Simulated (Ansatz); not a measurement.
Geometry optimisation, Ansatz 0.2.0, DFT LDA, scalar-relativistic, plane waves, PAW.

Input file:

```yaml
accuracy: low
crystal:
  lattice:
    - [5.9, 0.0, 0.0]
    - [-4.425, 7.664325, 0.0]
    - [0.0, 0.0, 4.6846]
  atoms:
    - { symbol: Ti, position: [0.0, 0.0, 0.0] }
    - { symbol: Ti, position: [0.1666667, 0.2222222, 0.5] }
    - { symbol: Ti, position: [0.0, 0.3333333, 0.0] }
    - { symbol: Ti, position: [0.1666667, 0.5555556, 0.5] }
    - { symbol: Ti, position: [0.0, 0.6666667, 0.0] }
    - { symbol: Ti, position: [0.1666667, 0.8888889, 0.5] }
    - { symbol: Ti, position: [0.5, 0.0, 0.0] }
    - { symbol: Ti, position: [0.6666667, 0.2222222, 0.5] }
    - { symbol: Ti, position: [0.5, 0.3333333, 0.0] }
    - { symbol: Ti, position: [0.6666667, 0.5555556, 0.5] }
    - { symbol: Ti, position: [0.5, 0.6666667, 0.0] }
    - { symbol: Ti, position: [0.6666667, 0.8888889, 0.5] }
    - { symbol: Na, position: [0.3440431, 0.7785192, 0.7694934] }
basis:
  ecutwfc: 420.0
kpoints:
  mp_grid: { grid: [2, 2, 2] }
hamiltonian:
  xc: lda
scf:
  occupations: { method: fermi_dirac, width: 0.15 }
  lower_state_search: "off"
relax:
  f_tol: 0.08
  max_steps: 25
  adjacent_minimum: "off"
```

Launched with:

```bash
$ ansatz run input.yaml --threads 1 --pin off --max-ram 3072MiB --backend cpu --events-out ev --progress --plain --runs-dir out
```

Problem. Where does it end, and by what steps?

Solution. The run converged. The threshold is loose, so the end isn't yet a minimum. Limits of this set-up: coarse k mesh, low accuracy level. After 6 steps the energy has fallen by 6.591 eV; Ti11 moved furthest, 0.52 Å.

```tsv
step	energy less start (eV)	largest force component (eV/Å)	accepted
0	0.0000	4.658	yes
1	-3.9573	2.131	yes
2	-5.9716	0.858	yes
3	-6.3439	1.027	yes
4	-6.5437	0.252	yes
5	-6.4567	0.523	no
6	-6.5915	0.078	yes
```

```xyz
13
Lattice="5.9000 0.0000 0.0000 -4.4250 7.6643 0.0000 0.0000 0.0000 4.6846" Properties=species:S:1:pos:R:3
Ti 0.053 -0.021 -0.401
Ti -0.077 1.690 2.070
Ti -1.340 2.575 -0.231
Ti -1.528 3.865 2.089
Ti -3.140 4.898 0.400
Ti -3.187 7.016 1.939
Ti 3.013 0.392 0.276
Ti 2.832 1.682 2.595
Ti 1.579 2.579 0.295
Ti 1.418 4.261 2.749
Ti 0.235 4.903 0.412
Ti 0.199 7.036 1.954
Na -1.471 5.968 3.513
```

Whether the end is a true minimum wasn't checked by a vibrational analysis.

The run took 52 s on 1 thread of Intel(R) Xeon(R) Platinum 8488C (Sapphire Rapids) (shared host), peak memory 0.58 GiB.
